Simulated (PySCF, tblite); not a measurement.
# C₆H₁₃FOSi: geometry, infrared bands and NMR shifts

Aim: predict the infrared bands and NMR shifts of C₆H₁₃FOSi (`CC/C=C(/CCF)[SiH2]O`).

The runs use tblite 0.8.0 and PySCF 2.14.0, with density-fitted response routines of our own; the level of theory stands in each step. All values are computed, except where a source is named. Atoms are numbered from 0 throughout.

## Step 1: The molecule as given

22 atoms, charge 0, multiplicity 1; geometry from: force field or distance geometry start.

Bonds of the start (Å): C0–C1 1.53, C1–C2 1.49, C2–C3 1.33, C3–C4 1.47, C4–C5 1.50, C5–F6 1.36, C3–Si7 1.83, Si7–O8 1.71, C0–H9 1.10, C0–H10 1.12, C0–H11 1.12, C1–H12 1.09, C1–H13 1.10, C2–H14 1.09, C4–H15 1.11, C4–H16 1.10, C5–H17 1.11, C5–H18 1.13, Si7–H19 1.47, Si7–H20 1.48, O8–H21 0.99.

## Step 2: Optimising the geometry with GFN2-xTB

Job settings and geometry (Å):

```
{"job": {"kind": "relax", "xc": "GFN2-xTB", "basis": "xTB"}, "charge": 0, "multiplicity": 1}
C     -3.038400    -0.892300     0.199500
C     -2.022600    -0.092700    -0.616000
C     -0.697900    -0.749800    -0.413700
C      0.358900    -0.137600     0.100300
C      1.609600    -0.896100     0.254200
C      2.794700    -0.352400    -0.480800
F      2.684400    -0.249400    -1.832900
Si     0.297700     1.597700     0.664500
O      1.809100     2.396500     0.528400
H     -2.488000    -1.314600     1.047000
H     -3.391700    -1.749000    -0.425600
H     -3.886900    -0.244800     0.542000
H     -2.091000     0.946200    -0.286600
H     -2.307400    -0.219000    -1.669600
H     -0.634800    -1.790600    -0.738700
H      1.435800    -1.925900    -0.123100
H      1.867600    -1.007500     1.321400
H      3.165600     0.560000     0.033800
H      3.626900    -1.099400    -0.302200
H     -0.611400     2.359200    -0.204400
H     -0.219800     1.677100     2.049900
H      1.729200     3.203900    -0.033600
```

Command:

```console
$ OMP_NUM_THREADS=1 python probes_run.py task.json out
```

The driver reads the jobs from task.json and runs them one after another.

**Question.** This job is followed by: GFN2-xTB harmonic vibrations, gas phase; GIAO PBE0/pcSseg-1 NMR shielding, non-relativistic, gas phase. Predict these results of the whole session: strongest single infrared mode (GFN2-xTB); zero-point energy (GFN2-xTB); 13C shifts against TMS (PBE0/pcSseg-1); 1H shifts against TMS (PBE0/pcSseg-1, means over atoms taken as alike); 19F shifts against CFCl3 (PBE0/pcSseg-1); 29Si shifts against TMS (PBE0/pcSseg-1); 17O shifts against H2O (PBE0/pcSseg-1); surface potential, 1st and 99th percentile.

**Answer**, as computed:

| quantity | value |
| --- | --- |
| strongest single infrared mode (GFN2-xTB) | 2196 cm⁻¹, 480 km/mol |
| zero-point energy (GFN2-xTB) | 110.1 kcal/mol |
| 13C shifts against TMS (PBE0/pcSseg-1) | 159.0, 135.5, 86.1, 42.4, 31.6, 16.2 ppm |
| 1H shifts against TMS (PBE0/pcSseg-1, means over atoms taken as alike) | 6.48, 5.60, 4.75, 2.64, 1.98, 1.06, 0.71 ppm |
| 19F shifts against CFCl3 (PBE0/pcSseg-1) | -244.9 ppm |
| 29Si shifts against TMS (PBE0/pcSseg-1) | -33.4 ppm |
| 17O shifts against H2O (PBE0/pcSseg-1) | 6.6 ppm |
| surface potential, 1st and 99th percentile | -1.32 V and 2.26 V |

What this shows: The optimisation took 193 steps and gained 0.799 eV; among the close pairs (by a distance rule), Si7–O8 changed most, from 1.715 to 1.634 Å. No mode is imaginary among the 60: a minimum at this level. The strongest single mode, at 2196 cm⁻¹, moves mainly H19 and H20. Unscaled tight-binding wavenumbers are off by several per cent, some by more. Its intensities can rank the bands wrongly. H14 (hydrogen on an alkene CH) lies farthest downfield among hydrogen, at 6.48 ppm; olefinic region. At PBE0/pcSseg-1: The widest tensor belongs to C2: span 221 ppm, with a paramagnetic part of -229 ppm.
